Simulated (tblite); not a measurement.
# C3H11NOSi4: the cost of one run

Programs: tblite 0.8.0 and PySCF 2.14.0, with density-fitted response routines of our own. Each step states its level of theory. These are calculated values for one molecule in the gas phase, unless marked as measured. Atoms are numbered from 0 throughout.

## (1) The molecule as given

20 atoms, charge 0, multiplicity 1; geometry from: force field or distance geometry start.

Bonds of the start (Å): C0–C1 1.21, C1–C2 1.45, C2–Si3 1.86, Si3–Si4 2.22, Si4–Si5 2.25, Si5–N6 1.76, Si5–Si7 2.21, Si7–O8 1.71, Si7–Si3 2.25, C0–H9 1.07, C2–H10 1.11, C2–H11 1.13, Si3–H12 1.45, Si4–H13 1.46, Si4–H14 1.48, Si5–H15 1.49, N6–H16 1.05, N6–H17 1.03, Si7–H18 1.47, O8–H19 0.99.

## (2) Optimising the geometry with GFN2-xTB

The job: settings as JSON, then the geometry in Å.

```
{"job": {"kind": "relax", "xc": "GFN2-xTB", "basis": "xTB"}, "charge": 0, "multiplicity": 1}
C      3.489600     0.929200     0.852700
C      2.894400    -0.003400     0.358200
C      2.199400    -1.154200    -0.196800
Si     0.570200    -0.616900    -0.924000
Si     0.112300     1.471600    -0.338200
Si    -1.793900     0.736600     0.603500
N     -3.167700     1.237100    -0.375000
Si    -1.097500    -1.346000     0.400900
O     -2.157900    -2.423800    -0.407900
H      4.005400     1.754600     1.298400
H      2.805700    -1.633500    -0.989500
H      1.977100    -1.911200     0.606700
H      0.351300    -0.950100    -2.315200
H      0.995800     2.076500     0.655200
H     -0.198300     2.336200    -1.501300
H     -1.938200     1.241400     2.002300
H     -3.666200     2.008400     0.127300
H     -2.953400     1.558100    -1.329500
H     -0.546800    -1.957800     1.615100
H     -1.886300    -3.342100    -0.145700
```

On the command line:

```console
OMP_NUM_THREADS=1 python probes_run.py task.json out
```

One launch serves the whole session: the jobs run in the order shown.

**Question.** How long does this first job take on 1 thread of Arm Neoverse N1, shared host, and how much memory does it need?

About 5.5 s, with a peak of 0.18 GiB.
